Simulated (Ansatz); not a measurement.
Predict the output of the script below (Ansatz's Python interface).

`bbrh3osi_scan.py`:
```python
"""Stretching a bond of BBrH3OSi, the rest held rigid."""

import ansatz as az
import numpy as np

system = (
    az.Crystal.molecule()
    .atom("Si", (0.367, 0.7898, 0.0521))
    .atom("O", (0.4815, -0.679, 0.8444))
    .atom("B", (-0.8012, -1.3872, 0.5903))
    .atom("Br", (-0.8638, -2.6361, -0.9484))
    .atom("H", (0.131, 0.6173, -1.4221))
    .atom("H", (-0.8219, 1.6002, 0.5915))
    .atom("H", (1.5687, 1.627, 0.2464))
)

symbols = [site.symbol for site in system.cartesian_sites]
start = np.array([site.position_ang for site in system.cartesian_sites])
axis = (start[2] - start[1]) / np.linalg.norm(start[2] - start[1])
moving = [2, 3]
lengths, energies = [1.309, 1.368, 1.428, 1.487, 1.547, 1.606, 1.666, 1.755], []
for length in lengths:
    xyz = start.copy()
    xyz[moving] += (length - np.linalg.norm(start[2] - start[1])) * axis
    point = az.Crystal.molecule()
    for symbol, place in zip(symbols, xyz):
        point = point.atom(symbol, place.tolist())
    model = (
        point.calculation()
        .basis(gaussian="def2-SVP")
        .functional("pbe0")
        .spin("collinear", total=1)
        .accuracy("medium")
        .scf(lower_state_search="light")
    )
    report = model.run(threads=1, pin="off").report
    energies.append(report["free_energy_ev"])
    print(f"r = {length:6.3f} A  E = {energies[-1]:.5f} eV  <S^2> = {abs(report['mean_field']['state']['spin_squared']):.3f}")

# quartic fit about the minimum
fit = np.polynomial.Polynomial.fit(lengths, np.array(energies) - min(energies), 4).convert()
roots = [r.real for r in fit.deriv().roots() if abs(r.imag) < 1e-9 and fit.deriv(2)(r.real) > 0]
r_e = min(roots, key=lambda r: abs(r - lengths[int(np.argmin(energies))]))
print(f"minimum of the fit at {r_e:.4f} A, force constant {fit.deriv(2)(r_e):.2f} eV/A^2")
```

```console
$ python bbrh3osi_scan.py
r =  1.309 A  E = -80668.87688 eV  <S^2> = 0.753
r =  1.368 A  E = -80668.89565 eV  <S^2> = 0.753
r =  1.428 A  E = -80668.78516 eV  <S^2> = 0.753
r =  1.487 A  E = -80668.59001 eV  <S^2> = 0.754
r =  1.547 A  E = -80668.33380 eV  <S^2> = 0.754
r =  1.606 A  E = -80668.04659 eV  <S^2> = 0.754
r =  1.666 A  E = -80667.73454 eV  <S^2> = 0.754
r =  1.755 A  E = -80667.25857 eV  <S^2> = 0.755
minimum of the fit at 1.3451 A, force constant 40.09 eV/A^2
```

Notes:
- The settings weren't tested for convergence.
- The rest of the molecule is held rigid at a force-field or estimated start geometry, and the basis set is modest; single-reference methods fail as a bond breaks.
- The species is open-shell (spin multiplicity 2).
- Spin-orbit coupling of the heavy open-shell atom is left out.
- It ran for 18 s on 1 thread of AMD EPYC 9R45 (Zen 5), on a shared host, peak memory 0.34 GiB.
